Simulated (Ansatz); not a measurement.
# AlGe (quartet): wave-function methods side by side at distance Ge1–Al2 = 4.594 Å, cc-pVDZ

An exercise on one series of results from a longer session: the logs are not shown, and one member is left open.

Program: Ansatz 0.2.0, Gaussian basis. Level of theory: cc-pVDZ, core rule «outside noble gas», up to 19 orbitals frozen. These are calculated values, not measurements.

The runs, in order: UHF; CCSD(T) on ROHF; CCSD(T) on UHF; BCCD(T) on ROHF; CISD; CCSDT(Q) on ROHF; CCSDT(Q) on UHF; CASSCF and MRCISD+Q, 5 electrons in 5 orbitals; CASSCF and NEVPT2, 5 electrons in 5 orbitals; CASSCF and MRCISD+Q, 7 electrons in 8 orbitals; CASSCF and NEVPT2, 7 electrons in 8 orbitals; Full CI.

15 further runs of the same task are left out: 13 that didn't finish, 2 set aside as unsound or not needed.

### The system

The geometry derives from a PBE0/def2-TZVP stationary point (not a proven minimum). One bond is set to the value named and the two fragments are kept rigid. No spin-orbit coupling is included. The filled d shell of Ge may be among the frozen orbitals whatever the setting's name suggests; the logs give the count.

2 atoms, charge 0, spin multiplicity 4.

Atoms are counted from 1 here; the program's logs count them from 0.

No contacts short enough for the rule that draws bonds.

Set-up of the first run:

in.yaml reads:

```yaml
crystal:
  periodic: [false, false, false]
  atoms:
    - {symbol: Ge, position_ang: [0.000000, 0.000000, 0.000000]}
    - {symbol: Al, position_ang: [0.000000, 0.000000, 4.594000]}
basis:
  gaussian: {orbitals: cc-pVDZ}
magnetization: {spin_polarized: true, initial_magnetization: 3}
hamiltonian: {xc: hf}
output: {orbitals: {seedname: orbitals}}
```

Started as:

```sh
> ansatz run in.yaml --threads 1 --pin off --events-out ev --progress --plain --max-ram 2393MiB
```

Among the steps run: UHF; CCSD(T) on ROHF; CCSD(T) on UHF; BCCD(T) on ROHF; CISD; CCSDT(Q) on ROHF; CCSDT(Q) on UHF; CASSCF and MRCISD+Q, 5 electrons in 5 orbitals; CASSCF and NEVPT2, 5 electrons in 5 orbitals; CASSCF and MRCISD+Q, 7 electrons in 8 orbitals; CASSCF and NEVPT2, 7 electrons in 8 orbitals; Full CI.

One table of the session follows, with a row left open; its other results are not shown here.

| method | from FCI (meV) |
| --- | --- |
| ROHF | +3134.9 |
| UHF | +2961.7 |
| RMP2 | +998.8 |
| UMP2 | +992.3 |
| CISD | +295.0 |
| RCCSD | +128.5 |
| UCCSD | +114.0 |
| RCCSD(T) | +75.2 |
| UCCSD(T) | +66.5 |
| BCCD(T) | +75.9 |
| RCCSDT | +22.6 |
| UCCSDT | ? |
| RCCSDT(Q) | +6.9 |
| UCCSDT(Q) | +2.9 |
| FCI | 0 |

**Question.** Estimate the row for UCCSDT.

The run gave: from FCI (meV): +17.4. In the column «from FCI (meV)» it lies between RCCSDT(Q) (+6.9) and RCCSDT (+22.6).

Left out of the table: CASSCF pair, NEVPT2 pair, MRCISD pair, MRCISD+Q pair, CASSCF valence, NEVPT2 valence, MRCISD valence, MRCISD+Q valence (the active space lost an orbital or holds another state than full CI finds).

Caveats from the session: Levels on UHF freeze UHF's core orbitals, full CI those of ROHF, so the U rows can settle a little off it for that reason alone. Restricted and unrestricted rows rest on different reference determinants; where their highest levels disagree by more than a few hundredths of an eV, they describe different states and don't form one ladder. Warnings in the runs' records: passed over end.
